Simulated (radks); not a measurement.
**Valence configurations of Ru**

An exercise on one series of results from a longer session: the logs are not shown, and one member is left open.

Method: scalar-relativistic Kohn-Sham, SCAN, spin-polarised, spherical densities, finite nucleus; open shells are filled with parallel spins first. Code: radks (a radial shooting solver on a logarithmic mesh, Libxc functionals) version 1.

1 further run of the same task is left out (it didn't finish).

## The atom as given

* element: ruthenium (Z = 44)
* charge: 0
* electrons: 44
* configuration: [Kr] 4d7 5s1
* nuclear rms radius: 4.4809 fm
* others tried: 4d7 5s0.5 5p0.5; 4d8; 4d7.5 5s0.5; 4d6 5s1 5p1; 4d5 5s1 5p2; 4d5 5p3; 4d6.5 5s1.5; 4d6.5 5s0.5 5p1

The outer shells:

Ru
```
[Kr] core
4d [↑↓][↑↓][↑ ][↑ ][↑ ]
5s [↑ ]
```

The first run:

The run's settings:

```text
Z 44
configuration [Kr] 4d7 5s1
relativity scalar-relativistic
functional scan,scan
spin polarised
nucleus finite rms 4.4809 fm
c 137.035999084
```

Steps of the session up to this table: [Kr] 4d7 5s1.

One table of the session follows, with a row left open; its other results are not shown here.

Sizes of the orbitals, from the radial functions (bohr):

| level | <r> | outermost maximum (interpolated) | 90 % within | nodes |
| --- | --- | --- | --- | --- |
| 4s up | 1.023 | 0.919 | 1.49 | 3 |
| 4s down | 1.020 | 0.915 | 1.48 | 3 |
| 4p up | 1.132 | 0.986 | 1.67 | 2 |
| 4p down | 1.127 | 0.982 | 1.67 | 2 |
| 4d up | 1.688 | 1.21 | 2.77 | 1 |
| 5s up | ? | ? | ? | ? |
| 4d down | 1.727 | 1.20 | 2.88 | 1 |
| 5s down | 3.645 | 2.87 | 5.63 | 4 |

Estimate the missing values for 5s up.

**Answer.** <r>: 3.224; outermost maximum (interpolated): 2.67; 90 % within: 4.82; nodes: 4. In the column «<r>» it lies between 4d down (1.727) and 5s down (3.645).
